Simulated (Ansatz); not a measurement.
Task: the interaction energy of a dimer with the counterpoise correction of C2H3B, SMILES BC#C, with Ansatz's Python interface. Give the script and its output. Settings (for the species named): Hartree-Fock, def2-SVPD basis, multiplicity 1.

```xyz
6

B    -0.8174    0.6139   -0.3653
C     0.2717   -0.2333    0.1304
C     1.1396   -0.9278    0.5169
H    -1.7059    0.1872   -0.9522
H    -0.8056    1.8231   -0.2563
H     1.9598   -1.5272    0.8803
```

The script, `c2h3b_dimer.py`:
```python
import ansatz as az

FIRST = [
    ("B", (-0.8244, 0.6246, -0.3576)),
    ("C", (0.2647, -0.2226, 0.1381)),
    ("C", (1.1326, -0.9171, 0.5246)),
    ("H", (-1.7129, 0.1979, -0.9445)),
    ("H", (-0.8126, 1.8338, -0.2486)),
    ("H", (1.9528, -1.5165, 0.888)),
]
SECOND = [
    ("B", (0.217, 1.4099, 2.9807)),
    ("C", (-0.1249, 2.5035, 3.8955)),
    ("C", (-0.3806, 3.3871, 4.6295)),
    ("H", (1.3026, 1.1054, 2.7697)),
    ("H", (-0.6196, 0.8158, 2.3316)),
    ("H", (-0.658, 4.1963, 5.2871)),
]

def energy(atoms, ghosts=()):
    molecule = az.Crystal.molecule()
    for symbol, xyz in atoms:
        molecule = molecule.atom(symbol, xyz)
    calc = (
        molecule.calculation()
        .basis(gaussian="def2-SVPD")
        .functional("hf")
    )
    deck = calc.input()
    if ghosts:
        deck = deck.set(az.key.basis.gaussian.ghost_atoms, [{"symbol": s, "position_ang": list(xyz)} for s, xyz in ghosts])
    return az.Session.from_dict(deck).plan().execute().report["free_energy_ev"]


def main() -> None:
    both = energy(FIRST + SECOND)
    alone = energy(FIRST) + energy(SECOND)
    ghosted = energy(FIRST, SECOND) + energy(SECOND, FIRST)
    print(f"dimer {both:.6f} eV")
    print(f"interaction, uncorrected   {96.485332 * (both - alone):8.3f} kJ/mol")
    print(f"interaction, counterpoise  {96.485332 * (both - ghosted):8.3f} kJ/mol")
    print(f"basis-set superposition    {96.485332 * (alone - ghosted):8.3f} kJ/mol")


if __name__ == "__main__":
    main()
```

```console
$ python c2h3b_dimer.py
dimer -5551.398333 eV
interaction, uncorrected     17.817 kJ/mol
interaction, counterpoise    19.820 kJ/mol
basis-set superposition       2.003 kJ/mol
```

Uncorrected it is 17.817 kJ/mol, with the counterpoise correction 19.820 kJ/mol; the difference, 2.00 kJ/mol, is the superposition error. In this basis both values are repulsive.

What to keep in mind:
- The settings weren't tested for convergence.
- The dimer is a generated trial pose of unrelaxed monomers, not a minimum, so the figure is no binding energy, and the basis set is small.
- Hartree-Fock leaves correlation out, so bond, atomisation and ionisation energies come out well too low.
- This level lacks the dispersion part of the attraction (electrostatics and induction are there), which can decide the sign where the interaction is weak.
- Wall time of the script: 4.3 s on 1 thread of Intel(R) Xeon(R) Platinum 8488C (Sapphire Rapids), on a shared host, peak memory 0.34 GiB.

(Lines on the test bed's own set-up are left out of the output.)
